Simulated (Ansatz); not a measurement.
# In3GaP4: the cost of one run

The runs shown are made with Ansatz 0.2.0. PAW datasets, plane waves. Spin-unpolarised throughout. Whether this structure exists isn't addressed.

### 1 The structure to begin with

The cell was relaxed beforehand with r2SCAN.

Space group R3m (No. 160), trigonal; conventional cell a = 4.098 Å, c = 40.248 Å, 24.39 Å³ an atom. Near Ga stand 4 P at 2.36–2.47 Å; near In stand 4 P at 2.53–2.56 Å; near In stand 4 P at 2.53–2.55 Å; near P stand 3 Ga at 2.47 Å and 1 In at 2.56 Å.

The structure in full:

Space group R3m:H (No. 160). a = 4.098 Å, b = 4.098 Å, c = 40.248 Å, α = 90.00°, β = 90.00°, γ = 120.00°
| atom | site | symmetry | x | y | z |
| --- | --- | --- | --- | --- | --- |
| Ga | 3a | 3m | 0.6667 | 0.3333 | 0.3330 |
| In | 3a | 3m | 0.6667 | 0.3333 | 0.0809 |
| In | 3a | 3m | 0.3333 | 0.6667 | 0.1666 |
| In | 3a | 3m | 0.0000 | 0.0000 | 0.2522 |
| P | 3a | 3m | 0.6667 | 0.3333 | 0.0172 |
| P | 3a | 3m | 0.3333 | 0.6667 | 0.1033 |
| P | 3a | 3m | 0.0000 | 0.0000 | 0.1889 |
| P | 3a | 3m | 0.6667 | 0.3333 | 0.2744 |

### 2 PBE bands along the symmetry lines

input.yaml

```yaml
crystal:
  lattice:
    - [2.0489609394, 1.1829681499, 13.4160019928]
    - [-2.0489609394, 1.1829681499, 13.4160019928]
    - [0.0, -2.3659362998, 13.4160019928]
  atoms:
    - { symbol: Ga, position: [1.0002957054, 0.0002957054, 0.0002957054] }
    - { symbol: In, position: [0.2524361742, 0.2524361742, 0.2524361742] }
    - { symbol: In, position: [0.5000764354, 0.5000764354, 0.5000764354] }
    - { symbol: In, position: [0.7477629142, 0.7477629142, 0.7477629142] }
    - { symbol: P, position: [0.3160865723, 0.3160865723, 0.3160865723] }
    - { symbol: P, position: [0.5633765495, 0.5633765495, 0.5633765495] }
    - { symbol: P, position: [0.8110632141, 0.8110632141, 0.8110632141] }
    - { symbol: P, position: [0.0589024351, 0.0589024351, 0.0589024351] }
kpoints:
  mp_grid: { grid: [8, 8, 8] }
  band_path:
    path:
      - [[0.0, 0.0, 0.0], [-0.5, -0.5, -0.5], [-0.5, -0.1718499937685, -0.8281500062315]]
      - [[-0.1718499937685, 0.1718499937685, -0.5], [-6.407196665154e-17, 6.607026269872e-18, -0.5], [0.0, 0.0, 0.0], [-1.424506040247e-16, 0.3359249968842, -0.3359249968842]]
      - [[-0.3359249968842, 8.389304546116e-17, -0.6640750031158], [-0.5, 8.389304546116e-17, -0.5], [0.0, 0.0, 0.0]]
    npoints: 10
hamiltonian:
  xc: pbe
scf:
  occupations: { method: fermi_dirac, width: 0.02 }
  n_extra_bands: 6
output:
  forces: true
  stress: true
  eigenvalues: true
```

Command:

```bash
$ ansatz run input.yaml --threads 4 --pin off --max-ram 6451MiB --backend cpu --events-out ev --progress --plain --runs-dir out
```

What time and memory should one allow on 4 threads of Intel Xeon 6975P-C (Granite Rapids), shared host?

About 9.6 s, with a peak of 0.82 GiB.
